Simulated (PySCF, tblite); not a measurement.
# C₄H₆ClFO: infrared bands and NMR shifts

Wanted: the infrared bands and NMR shifts of C₄H₆ClFO (`CC(C)(F)C(=O)Cl`), by calculation.

Computed with tblite 0.8.0 and PySCF 2.14.0, with density-fitted response routines of our own, on a single molecule in the gas phase. Atoms are numbered from 0 throughout.

**1. The molecule as given**

13 atoms, charge 0, multiplicity 1; geometry from: GFN2-xTB.

Bonds of the start (Å): C0–C1 1.53, C1–C2 1.52, C1–F3 1.38, C1–C4 1.52, C4–O5 1.19, C4–Cl6 1.75, C0–H7 1.09, C0–H8 1.09, C0–H9 1.09, C2–H10 1.09, C2–H11 1.09, C2–H12 1.09.

**2. Vibrational analysis with GFN2-xTB**

The job: settings as JSON, then the geometry in Å.

```
{"job": {"kind": "ir", "xc": "GFN2-xTB", "basis": "xTB"}, "charge": 0, "multiplicity": 1}
C     -0.672350    -1.128881    -0.469039
C      0.023068    -0.045514     0.357438
C     -0.557758     1.343301     0.117016
F     -0.128290    -0.360804     1.695411
C      1.501276    -0.068740    -0.009123
O      1.987271     0.502120    -0.929357
Cl     2.459425    -1.107595     1.019578
H     -1.731840    -1.138832    -0.224817
H     -0.545223    -0.925054    -1.528037
H     -0.250275    -2.103120    -0.232944
H     -0.362602     1.647815    -0.906458
H     -1.629390     1.327347     0.297812
H     -0.097701     2.058444     0.794792
```

**Question.** This job is followed by: GIAO PBE0/pcSseg-1 NMR shielding, non-relativistic, gas phase. Predict these results of the whole session: strongest single infrared mode (GFN2-xTB); zero-point energy (GFN2-xTB); ¹³C shifts against TMS (PBE0/pcSseg-1, means over atoms taken as alike); ¹H shifts against TMS (PBE0/pcSseg-1, means over atoms taken as alike); ¹⁹F shifts against CFCl3 (PBE0/pcSseg-1); ¹⁷O shifts against H2O (PBE0/pcSseg-1); ³⁵Cl shifts against HCl (PBE0/pcSseg-1).

As calculated:

| quantity | value |
| --- | --- |
| strongest single infrared mode (GFN2-xTB) | 1809 cm⁻¹, 337 km/mol |
| zero-point energy (GFN2-xTB) | 58.6 kcal/mol |
| ¹³C shifts against TMS (PBE0/pcSseg-1, means over atoms taken as alike) | 191.0, 99.0, 27.4 ppm |
| ¹H shifts against TMS (PBE0/pcSseg-1, means over atoms taken as alike) | 1.60 ppm |
| ¹⁹F shifts against CFCl3 (PBE0/pcSseg-1) | -165.3 ppm |
| ¹⁷O shifts against H2O (PBE0/pcSseg-1) | 587.7 ppm |
| ³⁵Cl shifts against HCl (PBE0/pcSseg-1) | 424 ppm |

**Reading.** All 33 modes are real, so the xTB geometry is a minimum. The strongest single mode, at 1809 cm⁻¹, moves mainly C4 and O5. Unscaled tight-binding wavenumbers are off by several per cent, some by more. Its intensities can rank the bands wrongly. At PBE0/pcSseg-1: The largest span, 928 ppm, is at O5, where the paramagnetic term is -650 ppm.
